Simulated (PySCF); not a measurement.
# C4H7NSi: the cost of one run

Programs: PySCF 2.14.0, with density-fitted response routines of our own. Each step states its level of theory. These are calculated values for one molecule in the gas phase, unless marked as measured. Atoms are numbered from 0 throughout.

## 1. Starting geometry

13 atoms, charge 0, multiplicity 1; geometry from: GFN2-xTB.

Bonds of the start (Å): C0–C1 1.20, C1–C2 1.42, C2–N3 1.27, N3–C4 1.42, C4–Si5 1.92, C0–H6 1.05, C2–H7 1.09, C4–H8 1.10, C4–H9 1.09, Si5–H10 1.46, Si5–H11 1.46, Si5–H12 1.46.

## 2. Excited states and response: PBE0/def2-SVPD

What the job is given:

```
{"job": {"kind": "uv", "xc": "PBE0", "basis": "def2-SVPD", "nstates": 8, "ntriplets": 3}, "charge": 0, "multiplicity": 1}
C      2.461670     1.334360    -0.096346
C      1.961689     0.259898     0.106278
C      1.328887    -0.994216     0.309854
N      0.181673    -1.347964    -0.091465
C     -0.675472    -0.463785    -0.790140
Si    -1.957098     0.212075     0.468014
H      2.924321     2.262976    -0.257767
H      1.904739    -1.728375     0.865875
H     -0.150754     0.368645    -1.279632
H     -1.202114    -1.046231    -1.549064
H     -2.956109     0.970943    -0.286472
H     -1.254652     1.082626     1.412430
H     -2.571168    -0.910466     1.170707
```

With the program's defaults for keys left out, this is: TDDFT PBE0/def2-SVPD, vertical, gas phase, core orbitals frozen in the response.

On the command line:

```sh
$ OMP_NUM_THREADS=1 python probes_run.py task.json out
```

One launch serves the whole session: the jobs run in the order shown.

**Question.** How long does this job take on 1 thread of Arm Neoverse N1, shared host, and how much memory does it need?

About 42 s, with a peak of 0.72 GiB.
